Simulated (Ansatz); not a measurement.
**C₂H₈O₂Si: basis-set convergence**

Aim: see how fast density functionals converge with the basis set for C₂H₈O₂Si.

Computed with Ansatz 0.2.0, Gaussian basis. Level: one geometry, several basis sets.

The runs, in order: PBE0-D4/def2-SVP; ωB97M-V/def2-SVP; PBE0-D4/def2-QZVPP; ωB97M-V/def2-QZVPP; the functionals' def2-TZVPP values are taken from earlier runs.

**1. The relaxed structure**

The geometry comes from an earlier relaxation with PBE0-D4/def2-TZVP; it is a stationary point, not always the lowest conformer.

SMILES `CC[SiH](O)O`, 13 atoms, charge 0, spin multiplicity 1.

Atoms are counted from 1 here; the program's logs count them from 0.

Bond lengths: C1–C2 1.527 Å, C1–H6 1.092 Å, C1–H7 1.093 Å, C1–H8 1.093 Å, C2–Si3 1.859 Å, C2–H9 1.096 Å, C2–H10 1.097 Å, Si3–O4 1.646 Å, Si3–O5 1.648 Å, Si3–H11 1.485 Å, O4–H12 0.958 Å, O5–H13 0.958 Å. Angles: C2–C1–H6 111.1°, C2–C1–H7 111.4°, C2–C1–H8 111.6°, H6–C1–H7 107.4°, H6–C1–H8 107.9°, H7–C1–H8 107.4°, C1–C2–Si3 113.7°, C1–C2–H9 110.7°, C1–C2–H10 110.2°, Si3–C2–H9 107.8°, Si3–C2–H10 108.2°, H9–C2–H10 106.0°, C2–Si3–O4 112.8°, C2–Si3–O5 105.3°, C2–Si3–H11 112.8°, O4–Si3–O5 112.2°, O4–Si3–H11 103.4°, O5–Si3–H11 110.5° and more.

**2. PBE0-D4 in def2-SVP**

Contents of in.yaml:

```yaml
crystal:
  periodic: [false, false, false]
  atoms:
    - {symbol: C, position_ang: [-0.419631, -0.044046, 1.760076]}
    - {symbol: C, position_ang: [0.641464, -0.058574, 0.661661]}
    - {symbol: Si, position_ang: [-0.055235, -0.279602, -1.047276]}
    - {symbol: O, position_ang: [1.111230, -0.348234, -2.207257]}
    - {symbol: O, position_ang: [-1.079285, 0.992834, -1.266651]}
    - {symbol: H, position_ang: [-1.126378, 0.775096, 1.612552]}
    - {symbol: H, position_ang: [-0.995148, -0.973784, 1.770076]}
    - {symbol: H, position_ang: [0.027755, 0.073122, 2.750128]}
    - {symbol: H, position_ang: [1.366210, -0.862148, 0.834476]}
    - {symbol: H, position_ang: [1.215861, 0.875792, 0.678438]}
    - {symbol: H, position_ang: [-0.779457, -1.565734, -1.212580]}
    - {symbol: H, position_ang: [1.728071, 0.383546, -2.258274]}
    - {symbol: H, position_ang: [-1.615058, 0.996932, -2.060772]}
basis:
  gaussian: {orbitals: def2-SVP}
hamiltonian: {xc: pbe0, dispersion: d4}
output: {orbitals: {seedname: orbitals}}
```

After this run come: ωB97M-V in def2-SVP; PBE0-D4 in def2-QZVPP; ωB97M-V in def2-QZVPP.

Q: Predict the results of all the runs planned. Wanted: PBE0-D4: double and triple zeta above quadruple; ωB97M-V: double and triple zeta above quadruple.

**Answer**, as computed:

| quantity | value |
| --- | --- |
| PBE0-D4: double and triple zeta above quadruple | 11.30, 0.65 eV |
| ωB97M-V: double and triple zeta above quadruple | 11.56, 0.62 eV |

**Reading.** For PBE0-D4 the step from double to triple zeta gains 10.65 eV and the next only 0.65 eV. Total energies overstate the basis error of differences, where much of it tends to cancel. The LUMO of ωB97M-V is positive and keeps falling with the basis (3.14 to 1.48 eV): an unbound level that the basis holds in place.
